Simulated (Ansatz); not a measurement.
**C2H6O2Si: one species, many methods**

The task here is to estimate one member of a computed series from the others.

Program: Ansatz 0.2.0, Gaussian basis. Level of theory: functionals in def2-TZVPP, the program's frozen cores in correlated methods. These are calculated values, not measurements.

Levels to be run: LDA (SPW92), PBE-D4, revPBE-D4, BLYP-D4, r2SCAN-D4, B97M-V, PBE0-D4, B3LYP-D4, r2SCANh-D4, r2SCAN0-D4, HSE06-D4, BHLYP-D4, CAM-B3LYP-D4, LC-ωPBE, ωB97X-V, ωB97M-V, B2PLYP, PBE-QIDH; CCSD(T)/def2-SVP; CCSD(T)/def2-TZVPP; MP2/def2-QZVPP; extrapolation to the limit; RPA on PBE.

## The geometry

All runs share one geometry, relaxed beforehand with PBE0-D4 in a triple-zeta def2 set.

SMILES `C1OC[SiH2]O1`, 11 atoms, charge 0, spin multiplicity 1.

Atoms are counted from 1 here; the program's logs count them from 0.

Bond lengths: C1–O2 1.400 Å, C1–O5 1.409 Å, C1–H6 1.091 Å, C1–H7 1.102 Å, O2–C3 1.428 Å, C3–Si4 1.894 Å, C3–H8 1.099 Å, C3–H9 1.090 Å, Si4–O5 1.660 Å, Si4–H10 1.484 Å, Si4–H11 1.486 Å. Angles: O2–C1–O5 110.4°, O2–C1–H6 107.2°, O2–C1–H7 110.5°, O5–C1–H6 109.5°, O5–C1–H7 108.9°, H6–C1–H7 110.3°, C1–O2–C3 109.8°, O2–C3–Si4 100.4°, O2–C3–H8 110.9°, O2–C3–H9 107.6°, Si4–C3–H8 112.6°, Si4–C3–H9 116.5°, H8–C3–H9 108.4°, C3–Si4–O5 92.8°, C3–Si4–H10 115.7°, C3–Si4–H11 114.9°, O5–Si4–H10 111.1°, O5–Si4–H11 112.0° and more.

The first run:

Input file in.yaml:

```yaml
crystal:
  periodic: [false, false, false]
  atoms:
    - {symbol: C, position_ang: [-0.766850, 1.178781, 0.200392]}
    - {symbol: O, position_ang: [0.108071, 0.663904, 1.164364]}
    - {symbol: C, position_ang: [0.417256, -0.697133, 0.860386]}
    - {symbol: Si, position_ang: [0.518180, -0.610475, -1.029360]}
    - {symbol: O, position_ang: [-0.350555, 0.802457, -1.092234]}
    - {symbol: H, position_ang: [-0.741729, 2.266087, 0.289895]}
    - {symbol: H, position_ang: [-1.789389, 0.804927, 0.368266]}
    - {symbol: H, position_ang: [-0.379305, -1.368446, 1.211230]}
    - {symbol: H, position_ang: [1.337777, -0.951574, 1.384763]}
    - {symbol: H, position_ang: [1.878452, -0.427482, -1.592825]}
    - {symbol: H, position_ang: [-0.166611, -1.718146, -1.744276]}
basis:
  gaussian: {orbitals: def2-TZVPP}
hamiltonian: {xc: lda}
output: {orbitals: {seedname: orbitals}}
```

Steps of the session up to this table: LDA; PBE-D4 (GGA); revPBE-D4 (GGA); BLYP-D4 (GGA); r2SCAN-D4 (meta-GGA); B97M-V (meta-GGA); PBE0-D4 (hybrid); B3LYP-D4 (hybrid); r2SCANh-D4 (hybrid); r2SCAN0-D4 (hybrid); HSE06-D4 (hybrid); BHLYP-D4 (hybrid); CAM-B3LYP-D4 (range-separated); LC-ωPBE (range-separated); ωB97X-V (range-separated); ωB97M-V (range-separated); B2PLYP (double hybrid); PBE-QIDH (double hybrid).

One table of the session follows, with a row left open; its other results are not shown here.

It belongs to the step «Orbital energies across the functionals». 

```
  functional  HOMO (eV)  gap (eV)
 LDA (SPW92)      -6.34      5.38
      PBE-D4      -6.22      5.50
   revPBE-D4      -6.16      5.55
     BLYP-D4          ?         ?
   r2SCAN-D4      -6.51      6.21
      B97M-V      -6.69      6.16
     PBE0-D4      -7.74      7.88
    B3LYP-D4      -7.51      7.42
  r2SCANh-D4      -7.09      7.07
  r2SCAN0-D4      -7.96      8.36
    HSE06-D4      -7.33      7.10
    BHLYP-D4      -9.22     10.18
CAM-B3LYP-D4      -9.18     10.27
     LC-ωPBE     -10.49     12.77
     ωB97X-V     -10.18     12.31
     ωB97M-V     -10.11     11.89
```

Q: Estimate the row for BLYP-D4 from the others.

Worked estimate for «HOMO (eV)». Against the share of exact exchange, B3LYP-D4 (0.2, -7.51), BHLYP-D4 (0.5, -9.22) give a slope of -5.70 per unit share; at 0 the line stands at -6.37.

The run gave: HOMO (eV): -6.13; gap (eV): 5.53. In «HOMO (eV)» the line misses by -0.24.
